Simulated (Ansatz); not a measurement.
**In3SbAs2: the cell at several levels of theory**

Aim: relax an ordered 6-atom cell of In3SbAs2 on the zincblende lattice (Imm2) with PBE and r2SCAN and see how far the functionals disagree on the cell. This is a trial cell built on a prototype, not taken from a measured structure, and it needn't be the compound's ground state.

The runs shown are made with Ansatz 0.2.0. PAW datasets, plane waves, zero pressure. These are computed values for a spin-unpolarised cell that may be hypothetical; none is a measurement.

## Step 1: The cell

Space group Imm2 (No. 44), orthorhombic; conventional cell a = 4.319 Å, b = 12.956 Å, c = 6.107 Å, 28.48 Å³ an atom. As has 4 In at 2.64 Å; In has 3 As at 2.64 Å and 1 Sb at 2.64 Å; Sb has 4 In at 2.64 Å; In has 2 Sb at 2.64 Å and 2 As at 2.64 Å.

Structure file:

```
As In Sb
1.0
    -2.15928    6.47784    3.05368
     2.15928   -6.47784    3.05368
     2.15928    6.47784   -3.05368
As In Sb
2 3 1
Direct
  0.33333 0.00000 0.33333
  0.66667 0.00000 0.66667
  0.58333 0.75000 0.83333
  0.91667 0.75000 0.16667
  0.25000 0.75000 0.50000
  0.00000 0.00000 0.00000
```

## Step 2: PBE: cell and atoms

The input, input.yaml:

```yaml
crystal:
  lattice:
    - [-2.1592796414, 6.4778389241, 3.0536825538]
    - [2.1592796414, -6.4778389241, 3.0536825538]
    - [2.1592796414, 6.4778389241, -3.0536825538]
  atoms:
    - { symbol: As, position: [0.3333333333, 0.0, 0.3333333333] }
    - { symbol: In, position: [0.5833333333, 0.75, 0.8333333333] }
    - { symbol: As, position: [0.6666666667, 0.0, 0.6666666667] }
    - { symbol: In, position: [0.9166666667, 0.75, 0.1666666667] }
    - { symbol: Sb, position: [0.0, 0.0, 0.0] }
    - { symbol: In, position: [0.25, 0.75, 0.5] }
kpoints:
  mp_grid: { grid: [6, 6, 6] }
hamiltonian:
  xc: pbe
scf:
  occupations: { method: fermi_dirac, width: 0.02 }
relax:
  f_tol: 0.005
  cell: {}
```

Started as:

```
> ansatz run input.yaml --threads 4 --pin off --max-ram 6451MiB --backend cpu --events-out ev --progress --plain --runs-dir out
```

After this run come: Relaxing with r2SCAN.

Before running it: what results should come out? Wanted: for each run, a; b; c; volume; space group; SCF geometries.

As calculated:

```
 level  a (Å)   b (Å)  c (Å)  volume (Å³/atom)  space group  SCF geometries
   PBE  4.484  13.446  6.327            31.789         Imm2               6
r2SCAN  4.427  13.281  6.252            30.636         Imm2               6
```

**Reading.** From the start to the first minimum the volume moved by +11.6 %. r2SCAN gives the smallest cell and PBE the largest; they differ by 3.8 % in volume, a mean of 1.2 % in length.
